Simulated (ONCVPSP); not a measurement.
# An ONCV potential for In, from input to tests

Task: generate the file, and judge it by its errors in other configurations, its logarithmic derivatives, its ghosts and its cutoff.

Program: ONCVPSP 4.0.1. Reference atom: PBE, scalar-relativistic, spherical and spin-unpolarised. All values are calculated.

### Step 1. The design

Typed settings, in words:

| Item | Value |
| --- | --- |
| element | indium (In, Z = 49) |
| type | optimised norm-conserving Vanderbilt (ONCV) |
| frozen core | [Ar] 3d10 4s2 |
| valence charge | 19 |
| reference configuration | 4p6 4d10 5s2 5p1 |
| partial waves | 5s: rc 1.75 bohr, ncon 3, nbas 8, qcut 2.9 1/bohr, 1 projector; 4p+5p: rc 1.20 bohr, ncon 4, nbas 7, qcut 9.3 1/bohr, 2 projectors; 4d: rc 1.65 bohr, ncon 4, nbas 8, qcut 10.8 1/bohr, 2 projectors, debl 0.7 Ha |
| local potential | polynomial inside 1.20 bohr (lpopt 5, dvloc0 0 Ha) |
| core correction | not asked for |

The outer shells as boxes (Hund's rule for the drawing; the calculation is spin-unpolarised):

```
[Ar] core
3d [↑↓][↑↓][↑↓][↑↓][↑↓]
4s [↑↓]
4p [↑↓][↑↓][↑↓]
4d [↑↓][↑↓][↑↓][↑↓][↑↓]
5s [↑↓]
5p [↑ ][  ][  ]
```

An earlier all-electron run gives the scale for the radii.

All-electron outer shells of the reference configuration (PBE, scalar-relativistic, ld1.x):

| shell | level (eV) | outermost node (bohr) | outermost maximum (bohr) |
| --- | --- | --- | --- |
| 3d | -432.71 | – | 0.26 |
| 4s | -119.66 | 0.41 | 0.77 |
| 4p | -78.13 | 0.42 | 0.82 |
| 4d | -18.62 | 0.40 | 0.94 |
| 5s | -8.21 | 1.02 | 2.16 |
| 5p | -2.52 | 1.14 | 2.85 |

### Step 2. Generating the potential

Input file In.dat:

```
# ATOM AND REFERENCE CONFIGURATION
# atsym  z   nc   nv     iexc    psfile
  In 49.00    7    4        4      upf
#
#   n    l    f
    1    0    2.00
    2    0    2.00
    2    1    6.00
    3    0    2.00
    3    1    6.00
    3    2   10.00
    4    0    2.00
    4    1    6.00
    4    2   10.00
    5    0    2.00
    5    1    1.00
#
# PSEUDOPOTENTIAL AND OPTIMIZATION
# lmax
    2
#
#   l,   rc,      ep,       ncon, nbas, qcut
    0    1.75    0.00    3    8    2.90
    1    1.20    0.00    4    7    9.30
    2    1.65    0.00    4    8   10.80
#
# LOCAL POTENTIAL
# lloc, lpopt,  rc(5),   dvloc0
    4    5    1.20    0.00
#
# VANDERBILT-KLEINMAN-BYLANDER PROJECTORs
# l, nproj, debl
    0    1    1.20
    1    2    1.40
    2    2    0.70
#
# MODEL CORE CHARGE
# icmod, fcfact, rcfact
    0    0.00    0.00
#
# LOG DERIVATIVE ANALYSIS
# epsh1, epsh2, depsh
   -4.00    5.00    0.02
#
# OUTPUT GRID
# rlmax, drl
    6.00    0.01
#
# TEST CONFIGURATIONS
# ncnf
    4
# nvcnf
#   n    l    f
    4
    4    1    6.00
    4    2   10.00
    5    0    2.00
    5    1    0.00
#
    4
    4    1    6.00
    4    2   10.00
    5    0    1.00
    5    1    0.00
#
    4
    4    1    6.00
    4    2   10.00
    5    0    0.00
    5    1    0.00
#
    4
    4    1    6.00
    4    2    9.00
    5    0    2.00
    5    1    1.00
#
```

Command:

```console
oncvpsp.x < In.dat > In.out
```

**Question.** What will these runs give? Wanted: cutoffs for 1 and 0.1 mHa per electron, occupied waves; bound ghosts; GHOST(+) flags; largest test error; largest phase difference near zero energy, channels read.

As calculated:

| quantity | value |
| --- | --- |
| cutoffs for 1 and 0.1 mHa per electron, occupied waves | 37 Ha and 58 Ha |
| bound ghosts | s at -175.05 eV |
| GHOST(+) flags | none at low energy |
| largest test error (AE − PS) | -2.7 meV, for 4p6 4d10 5s1 5p0 (1 test unsolved) |
| largest phase difference near zero energy, channels read | 0.031 rad |

What this shows: It has a bound ghost (s), a state that the atom doesn't have, and that rules the file out. By total energies transferability is very good where solved: the largest error is 2.7 meV on 24.6 eV, for 4p6 4d10 5s1 5p0. Atomic tests can pass in spite of a ghost, since they solve only for the levels asked. Of the tests 1 gave no usable energy difference, which is a warning in itself. The potential is hard: the looser tolerance needs 37 Ha. Of the channels read, s scatters worst near zero energy, by up to 0.03 rad. These are tests on the free atom; a crystal test is still owed.
